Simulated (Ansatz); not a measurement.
# MgB (Pm-3m) in Ansatz: notebook

One crystal, MgB, is run at these levels: r2SCAN; tasks: relaxation of cell and atoms.

Everything below comes from runs of Ansatz 0.2.0. Logs are shortened: lines on timing, memory, paths and dates and some standing lists are left out, and cuts for length are marked.

## (1) The crystal as given

The structure is cubic, space group Pm-3m (No. 221). Conventional cell: a = 2.895 Å, b = 2.895 Å, c = 2.895 Å, α = 90.00°, β = 90.00°, γ = 90.00°. Mg (site symmetry m-3m) is surrounded by 8 B at 2.51 Å. B (site symmetry m-3m) is surrounded by 8 Mg at 2.51 Å.

The cell was built by a generator and needn't be a form met in nature.

## (2) Relaxation of cell and atoms, r2SCAN

File input.yaml:

```yaml
crystal:
  lattice:
    - [2.89515, 0.0, 0.0]
    - [0.0, 2.89515, 0.0]
    - [0.0, 0.0, 2.89515]
  atoms:
    - { symbol: Mg, position: [0.0, 0.0, 0.0] }
    - { symbol: B, position: [0.5, 0.5, 0.5] }
hamiltonian:
  xc: r2scan
  pseudopotentials: { kind: paw }
kpoints:
  mp_grid: { grid: [9, 9, 9] }
scf:
  occupations: { method: fermi_dirac, width: 0.05 }
output:
  forces: true
  stress: true
  eigenvalues: true
  write_density: true
  write_potential: true
  elf: true
  volumetric_format: npy
relax:
  f_tol: 0.01
  max_steps: 40
  cell: { stress_tol: 0.05 }
```

Potentials or basis: Ansatz PAW.

The run is started by

```sh
> ansatz run input.yaml --threads 2 --pin off --max-ram 5632MiB --backend cpu --events-out ev --progress --plain --runs-dir out
```

The log of the run:

```text
Warning: RAYON_NUM_THREADS=2 ignored (pool sized by the plan → 2); use --threads N
Engine: ansatz 0.2.0, aarch64-unknown-linux-gnu
Pseudopotentials: kind: paw
Pseudopotential: Mg, paw, valence charge 10, recommended cutoff 500 eV (meta_gga), Mg.paw.azcp
Pseudopotential: B, paw, valence charge 3, recommended cutoff 500 eV (meta_gga), B.paw.azcp
Functional definition: r2SCAN
  parameter k0 = 0.174
  parameter k1 = 0.065
  parameter a1 = 4.9479
  exchange = r2scan_x(k0 = k0, k1 = k1, a1 = a1)
  correlation = r2scan_c
Crystal: 2 atoms, lattice volume = 24.267 Å³
Basis set: ecut = 500 eV, 619 PW (Γ), exchange–correlation on 96×96×96 points (64 copies of the dense FFT grid, shifted against one another)
Bands: 11, of which v1, the nominal top of the filled ones, is band 7 counted from 1 (6 counted from 0)
Symmetry: 48 space group operations
Space group: Pm-3m (ITA 221), of the structure as read, at distance tolerance 2.9e-5 Å
k-points: 35 of 729
Non-local potential: Mg, projectors of the file, l = 0: 3, l = 1: 2, l = 2: 1
Non-local potential: B, projectors of the file, l = 0: 2, l = 1: 2, l = 2: 1
PAW form: soft (Blöchl's): semilocal exchange-correlation on the pseudo side does not see the compensation charge
PAW frozen core: Mg, regenerated for the run's functional (the file was generated under x = pbe(κ = 0.804, μ = 0.2195149727645171), c = pbe(β = 0.06672455060314922))
PAW frozen core: B, regenerated for the run's functional (the file was generated under x = pbe(κ = 0.804, μ = 0.2195149727645171), c = pbe(β = 0.06672455060314922))
PAW one-centre angular grid: Mg, 302 points (default); XC on 224 Gauss nodes
PAW one-centre angular grid: B, 302 points (default); XC on 160 Gauss nodes
Initial density: superposition of atomic densities (neutral atoms: chi_scale 0, normalization atom), corrected by the library's trained network
Initial wavefunctions: pseudopotential atomic-orbital guess
Functional: x = r2scan, c = r2scan; τ floored in thin density (d = 2e-4 eV/Å³)
SCF iter   1: F=—  HF=-2081.362353 eV  |F-HF|=—  |Δ(HF+E_count)|=         —  Δρ=8.30e-3  dr2=7.70e-3  dr2_τ=3.16e-2  ethr=1.77e-3  ⟨swp⟩=5.3  Hψ=2357  notcnv=0
preconditioner: auto → none  [metal: Δε(μ)=0.083 eV  Ē_g=11.631 eV  σ=0.050 eV  W_gap=0.37  n_scr=6 (ndim 8)  ℏωp=16.9 eV  f_vac=0.000  D(μ)=0.82/eV (n_scr^D=6)  sad-step TF]
SCF iter   2: F=—  HF=-2081.387253 eV  |F-HF|=—  |Δ(HF+E_count)|=   2.49e-2  Δρ=3.69e-3  dr2=1.67e-3  dr2_τ=5.62e-5  ethr=5.92e-5  ⟨swp⟩=2.0  Hψ=1038  notcnv=0  defer=12
SCF iter   3: F=—  HF=-2081.387545 eV  |F-HF|=—  |Δ(HF+E_count)|=   2.92e-4  Δρ=8.18e-4  dr2=8.67e-5  dr2_τ=3.63e-6  ethr=1.29e-5  ⟨swp⟩=2.5  Hψ=706  notcnv=0  defer=12
SCF iter   4: F=—  HF=-2081.387621 eV  |F-HF|=—  |Δ(HF+E_count)|=   7.70e-5  Δρ=1.10e-4  dr2=2.07e-6  dr2_τ=6.80e-8  ethr=6.67e-7  ⟨swp⟩=2.0  Hψ=457  notcnv=0  defer=12
SCF iter   5: F=—  HF=-2081.387625 eV  |F-HF|=—  |Δ(HF+E_count)|=   3.79e-6  Δρ=2.54e-5  dr2=1.78e-7  dr2_τ=2.51e-9  ethr=1.60e-8  ⟨swp⟩=2.4  Hψ=520  notcnv=0  defer=12
SCF iter   6: F=—  HF=-2081.387625 eV  |F-HF|=—  |Δ(HF+E_count)|=   1.88e-8  Δρ=3.30e-5  dr2=3.31e-7  dr2_τ=6.90e-9  ethr=7.69e-10  ⟨swp⟩=10.0  Hψ=2670  notcnv=0
SCF iter   7: F=-2081.387625 eV  HF=-2081.387625 eV  |F-HF|=4.73e-11  |Δ(HF+E_count)|=   1.93e-7  Δρ=1.79e-6  dr2=1.02e-9  dr2_τ=2.36e-11  ethr=7.69e-10  ⟨swp⟩=5.7  Hψ=2121  notcnv=0
SCF 1 converged in 7 iterations: F = -2081.387625 eV  dr2 = 1.02e-9
relax step   1: F+E_penalty+E_count = -2081.38762549 eV  Δ(F+E_penalty+E_count) = +0.000e0 eV  max|allowed force component| = 2.465e-31 eV/Å  Δτ_max = 0.0000 Å  P = -0.806 GPa  Ω = 24.267 Å³  (7 SCF iters, dr2 threshold 1.00e-7 eV, accepted)
Crystal: 2 atoms, lattice volume = 24.089 Å³
Initial density: handed on by an earlier stage of this run
Initial wavefunctions: those handed on with the density
iter 1 solved again at ethr=9.09e-8 eV; its pass at ethr=3.10e-3 eV (dr2=1.18e-5 eV) is discarded
SCF iter   1: F=—  HF=-2081.388020 eV  |F-HF|=—  |Δ(HF+E_count)|=         —  Δρ=1.88e-4  dr2=1.13e-5  dr2_τ=5.89e-5  ethr=9.09e-8  ⟨swp⟩=2.0  Hψ=2754  notcnv=0
preconditioner: auto → none  [metal: Δε(μ)=0.095 eV  Ē_g=11.721 eV  σ=0.050 eV  W_gap=0.42  n_scr=6 (ndim 8)  ℏωp=16.9 eV  f_vac=0.000  D(μ)=0.88/eV (n_scr^D=6)]
SCF iter   2: F=—  HF=-2081.388214 eV  |F-HF|=—  |Δ(HF+E_count)|=   1.93e-4  Δρ=1.27e-4  dr2=5.49e-6  dr2_τ=5.62e-8  ethr=8.66e-8  ⟨swp⟩=2.0  Hψ=613  notcnv=0
SCF iter   3: F=—  HF=-2081.388216 eV  |F-HF|=—  |Δ(HF+E_count)|=   1.93e-6  Δρ=6.33e-5  dr2=1.64e-6  dr2_τ=5.04e-8  ethr=4.22e-8  ⟨swp⟩=2.0  Hψ=472  notcnv=0
SCF iter   4: F=-2081.388215 eV  HF=-2081.388215 eV  |F-HF|=2.15e-8  |Δ(HF+E_count)|=   2.46e-7  Δρ=1.34e-5  dr2=6.81e-8  dr2_τ=2.63e-10  ethr=1.54e-9  ⟨swp⟩=5.8  Hψ=1917  notcnv=0
SCF 2 converged in 4 iterations: F = -2081.388215 eV  dr2 = 6.81e-8
relax step   2: F+E_penalty+E_count = -2081.38821529 eV  Δ(F+E_penalty+E_count) = -5.898e-4 eV  max|allowed force component| = 1.356e-31 eV/Å  Δτ_max = 0.0000 Å  P = -0.194 GPa  Ω = 24.089 Å³  energy of the carried Pulay correction = +3.390e-5 eV  (4 SCF iters, dr2 threshold 2.00e-7 eV, accepted)
Crystal: 2 atoms, lattice volume = 24.034 Å³
iter 1 solved again at ethr=5.65e-9 eV; its pass at ethr=3.10e-3 eV (dr2=7.34e-7 eV) is discarded
SCF iter   1: F=—  HF=-2081.388240 eV  |F-HF|=—  |Δ(HF+E_count)|=         —  Δρ=5.13e-5  dr2=6.91e-7  dr2_τ=5.89e-6  ethr=5.65e-9  ⟨swp⟩=2.0  Hψ=2757  notcnv=0
preconditioner: auto → none  [metal: Δε(μ)=0.103 eV  Ē_g=11.740 eV  σ=0.050 eV  W_gap=0.45  n_scr=6 (ndim 8)  ℏωp=16.9 eV  f_vac=0.000  D(μ)=0.89/eV (n_scr^D=6)]
SCF iter   2: F=—  HF=-2081.388259 eV  |F-HF|=—  |Δ(HF+E_count)|=   1.87e-5  Δρ=3.81e-5  dr2=4.65e-7  dr2_τ=6.64e-9  ethr=5.32e-9  ⟨swp⟩=2.0  Hψ=613  notcnv=0
SCF iter   3: F=—  HF=-2081.388259 eV  |F-HF|=—  |Δ(HF+E_count)|=   2.37e-7  Δρ=2.15e-5  dr2=1.88e-7  dr2_τ=6.45e-9  ethr=3.57e-9  ⟨swp⟩=2.0  Hψ=472  notcnv=0
SCF iter   4: F=-2081.388259 eV  HF=-2081.388259 eV  |F-HF|=3.07e-9  |Δ(HF+E_count)|=   3.40e-8  Δρ=5.03e-6  dr2=9.63e-9  dr2_τ=6.90e-11  ethr=7.21e-10  ⟨swp⟩=5.1  Hψ=1783  notcnv=0
SCF 3 converged in 4 iterations: F = -2081.388259 eV  dr2 = 9.63e-9
relax step   3: F+E_penalty+E_count = -2081.38825930 eV  Δ(F+E_penalty+E_count) = -4.401e-5 eV  max|allowed force component| = 2.301e-31 eV/Å  Δτ_max = 0.0000 Å  P = +0.002 GPa  Ω = 24.034 Å³  energy of the carried Pulay correction = +4.458e-5 eV  (4 SCF iters, dr2 threshold 9.37e-8 eV, accepted)
Initial wavefunctions: pseudopotential atomic-orbital guess (no wavefunctions were taken with the density)
iter 1 solved again at ethr=1.37e-8 eV; its pass at ethr=3.10e-3 eV (dr2=1.78e-6 eV) is discarded
SCF iter   1: F=—  HF=-2081.388210 eV  |F-HF|=—  |Δ(HF+E_count)|=         —  Δρ=8.51e-6  dr2=1.04e-8  dr2_τ=1.23e-8  ethr=1.37e-8  ⟨swp⟩=4.1  Hψ=3527  notcnv=0
preconditioner: auto → none  [metal: Δε(μ)=0.103 eV  Ē_g=11.740 eV  σ=0.050 eV  W_gap=0.46  n_scr=6 (ndim 8)  ℏωp=16.9 eV  f_vac=0.000  D(μ)=0.89/eV (n_scr^D=6)]
SCF iter   2: F=—  HF=-2081.388210 eV  |F-HF|=—  |Δ(HF+E_count)|=   2.79e-7  Δρ=3.81e-6  dr2=1.06e-9  dr2_τ=1.72e-10  ethr=7.98e-11  ⟨swp⟩=2.1  Hψ=495  notcnv=0
SCF iter   3: F=—  HF=-2081.388210 eV  |F-HF|=—  |Δ(HF+E_count)|=   3.79e-9  Δρ=8.47e-7  dr2=3.57e-11  dr2_τ=5.49e-12  ethr=8.13e-12  ⟨swp⟩=2.1  Hψ=481  notcnv=0
SCF iter   4: F=-2081.388210 eV  HF=-2081.388210 eV  |F-HF|=0.00e0  |Δ(HF+E_count)|=  2.75e-10  Δρ=5.07e-8  dr2=2.68e-13  dr2_τ=3.90e-14  ethr=1.00e-12  ⟨swp⟩=5.2  Hψ=1376  notcnv=0
SCF 4 converged in 4 iterations: F = -2081.388210 eV  dr2 = 2.68e-13
relax step   4: F+E_penalty+E_count = -2081.38821022 eV  Δ(F+E_penalty+E_count) = +4.908e-5 eV  max|allowed force component| = 2.630e-31 eV/Å  Δτ_max = 0.0000 Å  P = +0.003 GPa  Ω = 24.034 Å³  stress off target by 3.25e-3 GPa  SCF on the basis re-selected at this cell (its energy is not comparable with the rows above)  (4 SCF iters)
basis re-selected at this cell: Δ(F+E_penalty+E_count) = +4.908e-5 eV, ΔP = +0.001 GPa vs the last step (what re-selecting the basis moved, of the pressure what is left beyond the Pulay correction that the steps carried, after the strain that the cell walked since its last selection, with what the two solves' SCF thresholds leave and, on support functions, any second-order correction that the steps lacked; it is no measure of the basis error at this ecutwfc). This SCF's stress stands 3.25e-3 GPa from its target on what of the cell is left free (relax.cell.stress_tol is 5.00e-2 GPa) and its largest allowed force component is 2.63e-31 eV/Å (relax.f_tol is 1.00e-2 eV/Å): within both
SCF converged after 4 iterations
Free energy (F): -2081.388210 eV
Harris-Foulkes:  -2081.388210 eV  (|F-HF|=0.00e0)
Internal energy: -2081.381222 eV  (E = F + TS)
E sigma→0 (E₀):  -2081.384716 eV
Entropy (-TS):   -0.006989 eV (-3.494 meV/atom)
Fermi energy:    8.696719 eV
--- Per-component energies (eV) ---
  E_band       = -328.238746
  E_kinetic    = 118.098266
  E_local      = -1531.310556  (includes V_loc(G=0)·N_el)
  E_nonlocal   = 108.406394
  E_hartree    = 547.764956
  E_xc         = -57.182938
  E_vxc        = -78.677720  (∫ρ·V_xc dr)
  E_paw        = -375.490061  (= ΣΔE_a)
  E_vpaw       = -44.707102  (= ΣTr[D̂ρ^β])
  E_aug_tail   = -0.000003  (compensation charges beyond the density's cutoff)
  E_vtau       = 4.422058  (kinetic-family band-sum trace: ∫τ·v_τ [+ j·A + Jᵃ·Aᵃ] dr)
  E_ewald      = -891.622630
  E_core_change = -0.044650  (= ΣΔE_core)
  E_smearing   = -0.006989  (= −TS)
  E_closure    = -0.000000  (closes the sum)
  Σ components = -2081.388210   (vs F -2081.388210, Δ=0.00e0)
--- Forces (eV/Å), atoms counted from 1 ---
  atom   1  Mg    -0.00000000    -0.00000000     0.00000000
  atom   2  B      0.00000000    -0.00000000     0.00000000
  max |Σ_I F_I| component: 5.26e-31 eV/Å
--- Stress (GPa, compression-positive) ---
        0.003253       0.000000      -0.000000
        0.000000       0.003253       0.000000
       -0.000000       0.000000       0.003253
  P = ⅓ Tr σ = 0.0033 GPa (0.033 kbar)
--- Band table (eV; the first three rows and the last of 35) ---
  k-point 0: bands = ["-69.6546", "-34.7367", "-34.7367", "-34.7367", "-3.0203", "11.2980", "11.2980", "11.2980", "15.9212", "15.9212", "18.5472"]
  k-point 1: bands = ["-69.6541", "-34.7433", "-34.7361", "-34.7361", "-2.8119", "9.7319", "11.4176", "11.4176", "16.1546", "17.2024", "19.1057"]
  k-point 2: bands = ["-69.6529", "-34.7599", "-34.7346", "-34.7346", "-2.1956", "7.1734", "11.7457", "11.7457", "16.8539", "18.3338", "20.9590"]
  k-point 34: bands = ["-69.6429", "-34.7771", "-34.7769", "-34.7769", "5.3592", "7.0705", "7.0705", "7.8978", "13.2003", "13.2003", "13.2424"]
--- Relaxed structure (3 steps of the walk, 3 accepted, 1 SCFs on fresh bases) ---
  F+E_penalty+E_count = -2081.38821022 eV   max|allowed force component| = 2.630e-31 eV/Å   (the final SCF, on the basis selected at the relaxed cell)
  cell:  # Å, volume = 24.0336 Å³
    - [2.8858442629960357, 2.407412430484045e-34, 8.024708101613482e-35]
    - [2.407412430484045e-34, 2.8858442629960357, 0.0]
    - [-4.81482486096809e-35, 0.0, 2.8858442629960357]
  atoms:
    - { symbol: Mg, position: [1.0394161055921301e-35, 3.248175329978164e-37, 3.464720351973767e-37] }
    - { symbol: B, position: [0.49999999999999994, 0.49999999999999994, 0.49999999999999994] }
```

Run time: 4.2 s. Hardware: 2 threads of Arm Neoverse V2, shared host; peak memory 0.34 GiB.

Results:

```yaml
Free_energy: -2081.3882 eV
Relaxed_volume: 12.02 Å³/atom
Relaxed_cell: a = 2.886 Å, b = 2.886 Å, c = 2.886 Å, α = 90.00°, β = 90.00°, γ = 90.00°
Space_group_after_relaxing_to_0.05_Å: Pm-3m (No. 221)
Energy_gained_by_relaxing: 0.3 meV/atom
Ionic_steps: 4
Pressure_after_relaxing: 0.0 GPa
Band_gap_on_the_k_mesh: none (metal or under the smearing width)
```

The path:
| step | energy change (eV) | largest force (eV/Å) | volume (Å³) |
| --- | --- | --- | --- |
| 1 | 0.0000 | 0.0000 | 24.27 |
| 2 | -0.0006 | 0.0000 | 24.09 |
| 3 | -0.0006 | 0.0000 | 24.03 |
| 4 | -0.0006 | 0.0000 | 24.03 |

Final structure:
```
Mg B
1.0
     2.88584    0.00000    0.00000
     0.00000    2.88584    0.00000
     0.00000    0.00000    2.88584
Mg B
1 1
Direct
  0.00000 0.00000 0.00000
  0.50000 0.50000 0.50000
```

Caveat: the plane-wave basis is chosen anew once the cell has moved, so the energies of steps on either side of that aren't comparable; the PAW data sets come from PBE, with cores solved anew for the run's functional, which leaves a small shift of forces and pressure.

## (3) Relaxation of cell and atoms, r2SCAN, target pressure 2 GPa, at which the enthalpy is minimised

input.yaml: that of step 2 with these lines changed.

```diff
@@ -26,2 +26,2 @@
   max_steps: 40
-  cell: { stress_tol: 0.05 }
+  cell: { stress_tol: 0.05, p_target: 2.0 }
```

Potentials or basis: Ansatz PAW.

The run is started by

```sh
> ansatz run input.yaml --threads 2 --pin off --max-ram 5632MiB --backend cpu --events-out ev --progress --plain --runs-dir out
```

Wall time 4.3 s (2 threads of Arm Neoverse V2, shared host); peak memory 0.33 GiB.

It converged, with:

| Property | Result |
| --- | --- |
| Free energy | -2081.3849 eV |
| Relaxed volume | 11.75 Å³/atom |
| Relaxed cell | a = 2.864 Å, b = 2.864 Å, c = 2.864 Å, α = 90.00°, β = 90.00°, γ = 90.00° |
| Space group after relaxing (to 0.05 Å) | Pm-3m (No. 221) |
| Energy change on relaxing (the enthalpy is what falls) | +1.4 meV/atom |
| Ionic steps | 4 |
| Pressure after relaxing | 2.0 GPa |
| Band gap on the k mesh | none (metal or under the smearing width) |

Step by step:
| step | energy change (eV) | largest force (eV/Å) | volume (Å³) |
| --- | --- | --- | --- |
| 1 | 0.0000 | 0.0000 | 24.27 |
| 2 | 0.0010 | 0.0000 | 23.65 |
| 3 | 0.0026 | 0.0000 | 23.50 |
| 4 | 0.0028 | 0.0000 | 23.50 |

Final structure:
```yaml
crystal:
  lattice:
    - [2.86413, 0.00000, 0.00000]
    - [0.00000, 2.86413, 0.00000]
    - [0.00000, 0.00000, 2.86413]
  atoms:
    - { symbol: Mg, position: [0.00000, 0.00000, 0.00000] }
    - { symbol: B, position: [0.50000, 0.50000, 0.50000] }
```

Levels at points of the mesh, in eV from the Fermi level:
```
           k point  band 3  band 4  band 5  band 6  band 7  band 8  band 9  band 10
(0.00, 0.00, 0.00)  -43.40  -43.40  -11.87    2.64    2.64    2.64    7.25     7.25
```

Caveat: the plane-wave basis is chosen anew once the cell has moved, so the energies of steps on either side of that aren't comparable; the PAW data sets come from PBE, with cores solved anew for the run's functional, which leaves a small shift of forces and pressure.
